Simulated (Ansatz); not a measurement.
Crystal: WS.

```
CELL_PARAMETERS angstrom
3.00789 0.00000 0.00000
0.00000 3.00789 0.00000
0.00000 0.00000 3.00789
ATOMIC_POSITIONS crystal
W 0.50000 0.50000 0.50000
S 0.00000 0.00000 0.00000
```

The cell was built by a generator and needn't be a form met in nature.

- Program: Ansatz 0.2.0
- Task: relaxation of cell and atoms
- Functional: RPBE
- Dispersion: D4
- Potentials or basis: Ansatz PAW
- Cutoff: 420 eV (not typed: the program's choice for these potentials)
- k mesh: 9 × 9 × 9
- Occupations: fermi-dirac, width 0.05 eV
- Spin: no spin polarisation

At the start: volume 13.61 Å³/atom.

Question: How do energy, volume and symmetry change on relaxing?

Answer: It ends after 5 steps and the volume is 13.09 Å³/atom (-3.8 %); space group Pm-3m (No. 221, to 0.05 Å).

The path:
```tsv
step	energy change (eV)	largest force (eV/Å)	volume (Å³)
1	0.0000	0.0000	27.21
2	-0.0214	0.0000	25.62
3	-0.0318	0.0000	26.22
4	-0.0318	0.0000	26.18
5	-0.0314	0.0000	26.18
```

Final structure:
```
W S
1.0
     2.96950    0.00000    0.00000
     0.00000    2.96950    0.00000
     0.00000    0.00000    2.96950
W S
1 1
Direct
  0.50000 0.50000 0.50000
  0.00000 0.00000 0.00000
```

Caveat: the plane-wave basis is chosen anew once the cell has moved, so the energies of steps on either side of that aren't comparable; pairwise dispersion overbinds metals, which lowers pressure and volume; the PAW data sets come from PBE, with cores solved anew for the run's functional, which leaves a small shift of forces and pressure.
